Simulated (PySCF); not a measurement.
**WO2Br2: other functionals and bases at one geometry**

Aim: see how levels, charges and forces of WO2Br2 depend on the level of theory. The species was built from a template and needn't be a known compound.

Program: PySCF 2.14.0. Level of theory: several levels, as the steps say, no spin–orbit coupling. These are calculated values, not measurements.

1 further run of the same task is left out (for a known fault of the program).

### 1 Starting geometry

5 atoms, charge 0, spin multiplicity 1.

Bond lengths: W1–O2 1.715 Å, W1–O3 1.715 Å, W1–Br4 2.426 Å, W1–Br5 2.426 Å. Angles: O2–W1–O3 106.1°, O2–W1–Br4 109.0°, O2–W1–Br5 109.0°, O3–W1–Br4 109.0°, O3–W1–Br5 109.0°, Br4–W1–Br5 114.5°.

Coordinates:

```xyz
5
charge 0, multiplicity 1
W     0.0000    0.0000    0.4174
O     0.9691    0.9691    1.4489
O    -0.9691   -0.9691    1.4489
Br    1.4426   -1.4426   -0.8960
Br   -1.4426    1.4426   -0.8960
```

Formal oxidation states: W +6. An earlier session relaxed this geometry at PBE, W def2-SVP with ECP60, O def2-SVP, Br def2-SVP (singlet, point group C2v).

At PBE on the finer grid: E = -5364.468972 Eh, HOMO -7.95 eV, LUMO -4.08 eV, Mulliken charge on W1 +0.85 e, largest force component 0.030 eV/Å. 

Levels to run: HF; BLYP; revPBE; CAM-B3LYP; PBE, TZVP; PBE, x2c-SVP. Hardware: 2 threads of Arm Neoverse V1, shared host.

### 2 HF

run.py (the lines that set the calculation) reads:

```python
mol = gto.M(atom='''
W      0.00000     0.00000     0.41745
O      0.96911     0.96911     1.44893
O     -0.96911    -0.96911     1.44893
Br     1.44262    -1.44262    -0.89600
Br    -1.44262     1.44262    -0.89600''',
    basis={'W': 'def2-SVP', 'O': 'def2-SVP', 'Br': 'def2-SVP'},
    ecp={'W': 'def2-SVP'},
    charge=0, spin=0)
mf = scf.RHF(mol)
mf = mf.density_fit()  # fitting sets: W def2-universal-JKFIT, O def2-universal-JKFIT, Br def2-universal-JKFIT
mf.conv_tol = 1e-08; mf.max_cycle = 55
mf.kernel(dm0)  # dm0: the density of the relaxed state
```

Run with:

```sh
OMP_NUM_THREADS=2 python run.py
```

What it wrote:

```text
init E= -5360.24637049548
  HOMO = -0.436725421555773  LUMO = 0.0286811116260812  gap/eV = 12.66436
cycle= 1 E= -5360.29855176878  delta_E= -0.0522  |g|= 0.384  |ddm|= 0.83
  HOMO = -0.461938676593586  LUMO = -0.0720940693005305  gap/eV = 10.60821
cycle= 2 E= -5360.27305783368  delta_E= 0.0255  |g|= 0.515  |ddm|= 0.74
  HOMO = -0.453542949190862  LUMO = -0.0208186921474647  gap/eV = 11.77503
cycle= 3 E= -5360.3262681643  delta_E= -0.0532  |g|= 0.0574  |ddm|= 0.416
  HOMO = -0.456092900341807  LUMO = -0.0176768218153569  gap/eV = 11.92991
cycle= 4 E= -5360.3268926645  delta_E= -0.000625  |g|= 0.017  |ddm|= 0.0451
  HOMO = -0.455688097682409  LUMO = -0.0187568890152321  gap/eV = 11.88950
cycle= 5 E= -5360.3269988854  delta_E= -0.000106  |g|= 0.00358  |ddm|= 0.0306
  HOMO = -0.455948420416625  LUMO = -0.0181984243019564  gap/eV = 11.91178
cycle= 6 E= -5360.32701417864  delta_E= -1.53e-05  |g|= 0.00179  |ddm|= 0.00931
  HOMO = -0.455917984520628  LUMO = -0.0180887497619784  gap/eV = 11.91394
cycle= 7 E= -5360.32701852946  delta_E= -4.35e-06  |g|= 0.000732  |ddm|= 0.00585
  HOMO = -0.455884403633049  LUMO = -0.017945203062063  gap/eV = 11.91693
cycle= 8 E= -5360.32701919475  delta_E= -6.65e-07  |g|= 0.000269  |ddm|= 0.00226
  HOMO = -0.455893257724775  LUMO = -0.0179610624914146  gap/eV = 11.91674
cycle= 9 E= -5360.32701931187  delta_E= -1.17e-07  |g|= 0.000113  |ddm|= 0.000986
  HOMO = -0.455875467030614  LUMO = -0.0179634390705299  gap/eV = 11.91619
cycle= 10 E= -5360.32701933481  delta_E= -2.29e-08  |g|= 3.6e-05  |ddm|= 0.000545
  HOMO = -0.455873495535617  LUMO = -0.0179626554347732  gap/eV = 11.91616
cycle= 11 E= -5360.32701933624  delta_E= -1.43e-09  |g|= 2.14e-05  |ddm|= 0.000122
  HOMO = -0.455873618233274  LUMO = -0.0179613743217324  gap/eV = 11.91620
Extra cycle  E= -5360.32701933636  delta_E= -1.21e-10  |g|= 2.29e-05  |ddm|= 3.77e-05
converged SCF energy = -5360.32701933636
```

Run time: 5.5 s. Hardware: 2 threads of Arm Neoverse V1, shared host.

It gives: E = -5360.327019 Eh, HOMO -12.40 eV, LUMO -0.49 eV, Mulliken charge on W1 +1.54 e, largest force component 4.770 eV/Å. 

### 3 BLYP

run.py (the lines that set the calculation): that of step 2 with these lines changed.

```diff
@@ -9,3 +9,4 @@
     charge=0, spin=0)
-mf = scf.RHF(mol)
+mf = dft.RKS(mol, xc='BLYP')
+mf.grids.atom_grid = (75, 302)
 mf = mf.density_fit()  # fitting sets: W def2-universal-JKFIT, O def2-universal-JKFIT, Br def2-universal-JKFIT
```

Run with:

```sh
OMP_NUM_THREADS=2 python run.py
```

What it wrote:

```text
init E= -5365.37249586978
  HOMO = -0.287561644198734  LUMO = -0.14189848658933  gap/eV = 3.96370
cycle= 1 E= -5365.3699896469  delta_E= 0.00251  |g|= 0.133  |ddm|= 0.169
  HOMO = -0.265775833965862  LUMO = -0.153315299825542  gap/eV = 3.06021
cycle= 2 E= -5365.27892589567  delta_E= 0.0911  |g|= 0.705  |ddm|= 0.515
  HOMO = -0.283744793402316  LUMO = -0.142509893692691  gap/eV = 3.84320
cycle= 3 E= -5365.37327564604  delta_E= -0.0943  |g|= 0.0121  |ddm|= 0.442
  HOMO = -0.283970460274764  LUMO = -0.143274601406499  gap/eV = 3.82853
cycle= 4 E= -5365.37328922216  delta_E= -1.36e-05  |g|= 0.0102  |ddm|= 0.0266
  HOMO = -0.284448823885017  LUMO = -0.143662898872217  gap/eV = 3.83098
cycle= 5 E= -5365.37331366567  delta_E= -2.44e-05  |g|= 0.0041  |ddm|= 0.0128
  HOMO = -0.284281422389611  LUMO = -0.143387244604784  gap/eV = 3.83393
cycle= 6 E= -5365.37331736922  delta_E= -3.7e-06  |g|= 0.001  |ddm|= 0.00369
  HOMO = -0.284325914856398  LUMO = -0.143402140414735  gap/eV = 3.83473
cycle= 7 E= -5365.3733175839  delta_E= -2.15e-07  |g|= 0.000359  |ddm|= 0.000892
  HOMO = -0.284328237404738  LUMO = -0.143403107024499  gap/eV = 3.83477
cycle= 8 E= -5365.37331760871  delta_E= -2.48e-08  |g|= 8.89e-05  |ddm|= 0.00026
  HOMO = -0.284331037502805  LUMO = -0.143403563266058  gap/eV = 3.83483
cycle= 9 E= -5365.37331761027  delta_E= -1.57e-09  |g|= 2.24e-05  |ddm|= 5.61e-05
  HOMO = -0.284334242839943  LUMO = -0.143401109202649  gap/eV = 3.83499
Extra cycle  E= -5365.37331760796  delta_E= 2.31e-09  |g|= 0.00011  |ddm|= 9.17e-05
converged SCF energy = -5365.37331760796
```

Run time: 7.6 s. Hardware: 2 threads of Arm Neoverse V1, shared host.

Read off: E = -5365.373318 Eh, HOMO -7.74 eV, LUMO -3.90 eV, Mulliken charge on W1 +0.84 e, largest force component 0.393 eV/Å. 

### 4 revPBE

run.py (the lines that set the calculation): that of step 3 with these lines changed.

```diff
@@ -9,3 +9,3 @@
     charge=0, spin=0)
-mf = dft.RKS(mol, xc='BLYP')
+mf = dft.RKS(mol, xc='PBE_R,PBE')
 mf.grids.atom_grid = (75, 302)
```

Run with:

```sh
OMP_NUM_THREADS=2 python run.py
```

What it wrote:

```text
init E= -5364.93113833671
  HOMO = -0.290406167770193  LUMO = -0.148432871414902  gap/eV = 3.86329
cycle= 1 E= -5364.93124500006  delta_E= -0.000107  |g|= 0.0183  |ddm|= 0.0592
  HOMO = -0.29118847577171  LUMO = -0.146109531439788  gap/eV = 3.94780
cycle= 2 E= -5364.93063139332  delta_E= 0.000614  |g|= 0.058  |ddm|= 0.0501
  HOMO = -0.289606094763785  LUMO = -0.14763942572103  gap/eV = 3.86311
cycle= 3 E= -5364.93123400775  delta_E= -0.000603  |g|= 0.0179  |ddm|= 0.0476
  HOMO = -0.290233497588828  LUMO = -0.147653629851059  gap/eV = 3.87980
cycle= 4 E= -5364.93128978981  delta_E= -5.58e-05  |g|= 0.00108  |ddm|= 0.0112
  HOMO = -0.290314033585571  LUMO = -0.147721900648494  gap/eV = 3.88013
cycle= 5 E= -5364.93128997435  delta_E= -1.85e-07  |g|= 0.000698  |ddm|= 0.00209
  HOMO = -0.290261740887246  LUMO = -0.147666218091535  gap/eV = 3.88022
cycle= 6 E= -5364.93129012814  delta_E= -1.54e-07  |g|= 6.56e-05  |ddm|= 0.000825
  HOMO = -0.290261491258071  LUMO = -0.147664442319785  gap/eV = 3.88026
cycle= 7 E= -5364.93129012883  delta_E= -6.9e-10  |g|= 4.54e-05  |ddm|= 8.22e-05
  HOMO = -0.290261850790231  LUMO = -0.147664120308937  gap/eV = 3.88028
Extra cycle  E= -5364.9312901188  delta_E= 1e-08  |g|= 0.000225  |ddm|= 0.000184
converged SCF energy = -5364.9312901188
```

Run time: 6.8 s. Hardware: 2 threads of Arm Neoverse V1, shared host.

Result: E = -5364.931290 Eh, HOMO -7.90 eV, LUMO -4.02 eV, Mulliken charge on W1 +0.89 e, largest force component 0.128 eV/Å. 

### 5 CAM-B3LYP

run.py (the lines that set the calculation): that of step 4 with these lines changed.

```diff
@@ -9,3 +9,3 @@
     charge=0, spin=0)
-mf = dft.RKS(mol, xc='PBE_R,PBE')
+mf = dft.RKS(mol, xc='CAMB3LYP')
 mf.grids.atom_grid = (75, 302)
```

Run with:

```sh
OMP_NUM_THREADS=2 python run.py
```

What it wrote:

```text
init E= -5365.45054377992
  HOMO = -0.387975664769093  LUMO = -0.0732464993295791  gap/eV = 8.56422
cycle= 1 E= -5365.44608026432  delta_E= 0.00446  |g|= 0.254  |ddm|= 0.341
  HOMO = -0.387239279760669  LUMO = -0.125279847201379  gap/eV = 7.12828
cycle= 2 E= -5365.36581160954  delta_E= 0.0803  |g|= 0.701  |ddm|= 0.668
  HOMO = -0.388408851467335  LUMO = -0.0953327745162882  gap/eV = 7.97501
cycle= 3 E= -5365.4586684119  delta_E= -0.0929  |g|= 0.0389  |ddm|= 0.466
  HOMO = -0.390113419770047  LUMO = -0.091413091788458  gap/eV = 8.12805
cycle= 4 E= -5365.4590130752  delta_E= -0.000345  |g|= 0.00657  |ddm|= 0.0454
  HOMO = -0.389907114875085  LUMO = -0.0915916222595293  gap/eV = 8.11758
cycle= 5 E= -5365.45902632267  delta_E= -1.32e-05  |g|= 0.00107  |ddm|= 0.00975
  HOMO = -0.389879483483041  LUMO = -0.0915683720425663  gap/eV = 8.11746
cycle= 6 E= -5365.45902689855  delta_E= -5.76e-07  |g|= 0.00039  |ddm|= 0.00206
  HOMO = -0.389895359964772  LUMO = -0.0916131161164158  gap/eV = 8.11667
cycle= 7 E= -5365.45902699637  delta_E= -9.78e-08  |g|= 0.000134  |ddm|= 0.00102
  HOMO = -0.389890802342428  LUMO = -0.0915937007344573  gap/eV = 8.11708
cycle= 8 E= -5365.45902700413  delta_E= -7.76e-09  |g|= 4.73e-05  |ddm|= 0.000233
  HOMO = -0.389891315288738  LUMO = -0.0915885026523605  gap/eV = 8.11723
Extra cycle  E= -5365.45902700309  delta_E= 1.04e-09  |g|= 9.67e-05  |ddm|= 0.000103
converged SCF energy = -5365.45902700309
```

It took 11 s on 2 threads of Arm Neoverse V1, shared host.

Result: E = -5365.459027 Eh, HOMO -10.61 eV, LUMO -2.49 eV, Mulliken charge on W1 +1.01 e, largest force component 1.725 eV/Å. 

### 6 PBE, TZVP

Basis: W def2-TZVP with ECP60, O def2-TZVP, Br def2-TZVP. 

run.py (the lines that set the calculation) reads:

```python
mol = gto.M(atom='''
W      0.00000     0.00000     0.41745
O      0.96911     0.96911     1.44893
O     -0.96911    -0.96911     1.44893
Br     1.44262    -1.44262    -0.89600
Br    -1.44262     1.44262    -0.89600''',
    basis={'W': 'def2-TZVP', 'O': 'def2-TZVP', 'Br': 'def2-TZVP'},
    ecp={'W': 'def2-TZVP'},
    charge=0, spin=0)
mf = dft.RKS(mol, xc='PBE')
mf.grids.atom_grid = (75, 302)
mf = mf.density_fit()  # fitting sets: W def2-universal-JKFIT, O def2-universal-JKFIT, Br def2-universal-JKFIT
mf.conv_tol = 1e-08; mf.max_cycle = 55
mf.kernel(dm0)  # dm0: free metal ions and neutral atoms
```

Run with:

```sh
OMP_NUM_THREADS=2 python run.py
```

What it wrote:

```text
init E= -5433.36480382471
  HOMO = -0.157053233239755  LUMO = -0.145784631092207  gap/eV = 0.30663
cycle= 1 E= -5352.84581326343  delta_E= 80.5  |g|= 8.64  |ddm|= 5.04
  HOMO = -0.326558283951809  LUMO = -0.324629448221159  gap/eV = 0.05249
cycle= 2 E= -5236.06523718383  delta_E=  117  |g|= 14.7  |ddm|=   15
  HOMO = -0.350576624168262  LUMO = -0.230017175587275  gap/eV = 3.28059
cycle= 3 E= -5340.84035207326  delta_E= -105  |g|= 7.86  |ddm|=   15
  HOMO = -0.125780506257373  LUMO = -0.0269246309202884  gap/eV = 2.69001
cycle= 4 E= -5364.02531654969  delta_E= -23.2  |g|= 2.25  |ddm|= 7.09
  HOMO = -0.113826353189185  LUMO = -0.0885030744357856  gap/eV = 0.68908
cycle= 5 E= -5356.36369346768  delta_E= 7.66  |g|= 5.76  |ddm|= 6.02
  HOMO = -0.250558604051225  LUMO = -0.14007593168841  gap/eV = 3.00639
cycle= 6 E= -5365.22365454282  delta_E= -8.86  |g|= 0.438  |ddm|= 5.45
  HOMO = -0.298869685377012  LUMO = -0.169934748566761  gap/eV = 3.50850
cycle= 7 E= -5365.23757616751  delta_E= -0.0139  |g|= 0.425  |ddm|= 0.839
  HOMO = -0.2927455155051  LUMO = -0.152030919448339  gap/eV = 3.82904
cycle= 8 E= -5365.29297145272  delta_E= -0.0554  |g|= 0.0573  |ddm|= 0.376
  HOMO = -0.294230911904185  LUMO = -0.154621503374153  gap/eV = 3.79897
cycle= 9 E= -5365.29361545349  delta_E= -0.000644  |g|= 0.0207  |ddm|= 0.0468
  HOMO = -0.29256169150524  LUMO = -0.153665586623544  gap/eV = 3.77956
cycle= 10 E= -5365.29373246621  delta_E= -0.000117  |g|= 0.00842  |ddm|= 0.0178
  HOMO = -0.292237292560251  LUMO = -0.153408171349332  gap/eV = 3.77773
cycle= 11 E= -5365.29375055378  delta_E= -1.81e-05  |g|= 0.00227  |ddm|= 0.00785
  HOMO = -0.292397253244302  LUMO = -0.153485666191161  gap/eV = 3.77998
cycle= 12 E= -5365.29375181307  delta_E= -1.26e-06  |g|= 0.000743  |ddm|= 0.00177
  HOMO = -0.292382954899575  LUMO = -0.153440585105068  gap/eV = 3.78081
cycle= 13 E= -5365.29375191601  delta_E= -1.03e-07  |g|= 0.000153  |ddm|= 0.000441
  HOMO = -0.292395613094202  LUMO = -0.153449640615308  gap/eV = 3.78091
cycle= 14 E= -5365.29375192233  delta_E= -6.32e-09  |g|= 7.47e-06  |ddm|= 0.000135
  HOMO = -0.29239616218084  LUMO = -0.153449756991908  gap/eV = 3.78092
Extra cycle  E= -5365.29375192229  delta_E= 3.73e-11  |g|= 1.36e-05  |ddm|= 1.54e-05
converged SCF energy = -5365.29375192229
```

Wall time 19 s (2 threads of Arm Neoverse V1, shared host).

Read off: E = -5365.293752 Eh, HOMO -7.96 eV, LUMO -4.18 eV, Mulliken charge on W1 +1.18 e, largest force component 0.069 eV/Å. 

### 7 PBE, x2c-SVP

Basis: W x2c-SVPall, O x2c-SVPall, Br x2c-SVPall. All electrons are treated, with the spin-free X2C Hamiltonian.

run.py (the lines that set the calculation) reads:

```python
mol = gto.M(atom='''
W      0.00000     0.00000     0.41745
O      0.96911     0.96911     1.44893
O     -0.96911    -0.96911     1.44893
Br     1.44262    -1.44262    -0.89600
Br    -1.44262     1.44262    -0.89600''',
    basis={'W': 'x2c-SVPall', 'O': 'x2c-SVPall', 'Br': 'x2c-SVPall'},
    nucmod='G',
    charge=0, spin=0)
mf = dft.RKS(mol, xc='PBE')
mf.grids.atom_grid = (99, 590)
mf = mf.density_fit()  # fitting sets: W AutoAux, O AutoAux, Br AutoAux
mf = mf.sfx2c1e()
mf.conv_tol = 1e-08; mf.max_cycle = 55
mf.kernel(dm0)  # dm0: free metal ions and neutral atoms
```

Run with:

```sh
OMP_NUM_THREADS=2 python run.py
```

What it wrote:

```text
init E= -21577.6529834241
  HOMO = -0.155307537177595  LUMO = -0.137441539020942  gap/eV = 0.48616
cycle= 1 E= -21491.896943116  delta_E= 85.8  |g|= 8.22  |ddm|= 6.64
  HOMO = 0.128532891954501  LUMO = 0.210552512615582  gap/eV = 2.23187
cycle= 2 E= -21124.7184660123  delta_E=  367  |g|= 31.9  |ddm|= 37.7
  HOMO = -0.0113086142849046  LUMO = 0.000252580027520722  gap/eV = 0.31460
cycle= 3 E= -21469.6538111628  delta_E= -345  |g|=  9.2  |ddm|= 29.9
  HOMO = -0.2812403748947  LUMO = -0.187352864661753  gap/eV = 2.55481
cycle= 4 E= -21482.5397740685  delta_E= -12.9  |g|= 7.27  |ddm|= 17.9
  HOMO = -0.268004277077697  LUMO = -0.0939985681716515  gap/eV = 4.73494
cycle= 5 E= -21502.4250582463  delta_E= -19.9  |g|= 2.77  |ddm|= 7.25
  HOMO = -0.259913248869449  LUMO = -0.238224726677828  gap/eV = 0.59017
cycle= 6 E= -21496.468539468  delta_E= 5.96  |g|=  5.9  |ddm|=  6.7
  HOMO = -0.238281232134227  LUMO = -0.168744577129031  gap/eV = 1.89219
cycle= 7 E= -21503.6739940725  delta_E= -7.21  |g|=  1.5  |ddm|= 4.93
  HOMO = -0.293140767828112  LUMO = -0.152278846615229  gap/eV = 3.83305
cycle= 8 E= -21504.3159303344  delta_E= -0.642  |g|= 0.231  |ddm|= 1.82
  HOMO = -0.297998348773371  LUMO = -0.167267711030986  gap/eV = 3.55736
cycle= 9 E= -21504.3212471742  delta_E= -0.00532  |g|= 0.141  |ddm|= 0.393
  HOMO = -0.292078098753365  LUMO = -0.157434733822242  gap/eV = 3.66383
cycle= 10 E= -21504.3275949323  delta_E= -0.00635  |g|= 0.0389  |ddm|= 0.223
  HOMO = -0.294165372228632  LUMO = -0.159502623745443  gap/eV = 3.66436
cycle= 11 E= -21504.3279896984  delta_E= -0.000395  |g|= 0.0101  |ddm|= 0.0366
  HOMO = -0.294039455351167  LUMO = -0.159504303805139  gap/eV = 3.66089
cycle= 12 E= -21504.3280142181  delta_E= -2.45e-05  |g|= 0.00413  |ddm|= 0.00776
  HOMO = -0.294148508429252  LUMO = -0.159667976601394  gap/eV = 3.65940
cycle= 13 E= -21504.3280195138  delta_E= -5.3e-06  |g|= 0.000918  |ddm|= 0.00476
  HOMO = -0.294194080248062  LUMO = -0.159724750813178  gap/eV = 3.65910
cycle= 14 E= -21504.3280197003  delta_E= -1.87e-07  |g|= 0.000376  |ddm|= 0.000931
  HOMO = -0.294177247956598  LUMO = -0.159712668637926  gap/eV = 3.65897
cycle= 15 E= -21504.3280197162  delta_E= -1.59e-08  |g|= 0.000192  |ddm|= 0.000191
  HOMO = -0.294173003066715  LUMO = -0.159717747566766  gap/eV = 3.65871
cycle= 16 E= -21504.3280197175  delta_E= -1.3e-09  |g|= 0.000169  |ddm|= 0.000192
  HOMO = -0.294174109845531  LUMO = -0.159718577563851  gap/eV = 3.65872
cycle= 17 E= -21504.3280197225  delta_E= -5.04e-09  |g|= 6.48e-05  |ddm|= 0.000123
  HOMO = -0.294183579483971  LUMO = -0.159717329015015  gap/eV = 3.65901
Extra cycle  E= -21504.3280197022  delta_E= 2.03e-08  |g|= 0.000321  |ddm|= 0.000272
converged SCF energy = -21504.3280197022
```

Wall time 42 s (2 threads of Arm Neoverse V1, shared host).

Result: E = -21504.328020 Eh, HOMO -8.01 eV, LUMO -4.35 eV, Mulliken charge on W1 +0.67 e, largest force component 0.496 eV/Å. 

### 8 Results

| level | state | HOMO (eV) | gap (eV) | charge on W1 (e) | dipole (D) | largest force (eV/Å) | basis functions | time |
| --- | --- | --- | --- | --- | --- | --- | --- | --- |
| PBE (relaxed here) | singlet | -7.95 | 3.87 | 0.85 | 2.03 | 0.03 | 124 | 16 s |
| HF | singlet | -12.40 | 11.92 | 1.54 | 2.61 | 4.77 | 124 | 5.5 s |
| BLYP | singlet | -7.74 | 3.83 | 0.84 | 2.10 | 0.39 | 124 | 7.6 s |
| revPBE | singlet | -7.90 | 3.88 | 0.89 | 1.98 | 0.13 | 124 | 6.8 s |
| CAM-B3LYP | singlet | -10.61 | 8.12 | 1.01 | 2.14 | 1.73 | 124 | 11 s |
| PBE, TZVP | singlet | -7.96 | 3.78 | 1.18 | 2.10 | 0.07 | 198 | 19 s |
| PBE, x2c-SVP | singlet | -8.01 | 3.66 | 0.67 | 2.23 | 0.50 | 158 | 42 s |

Times are on 2 threads of Arm Neoverse V1, shared host; the first row also made further properties.

In one basis the HOMO–LUMO gap runs from 3.83 eV (BLYP) to 11.92 eV (HF). The largest leftover force, 4.77 eV/Å with HF, stands at a geometry relaxed at another level. The Mulliken charge on W spans +0.67 to +1.54 e over the levels. Total energies of different levels can't be compared. Spin–orbit coupling is left out throughout.
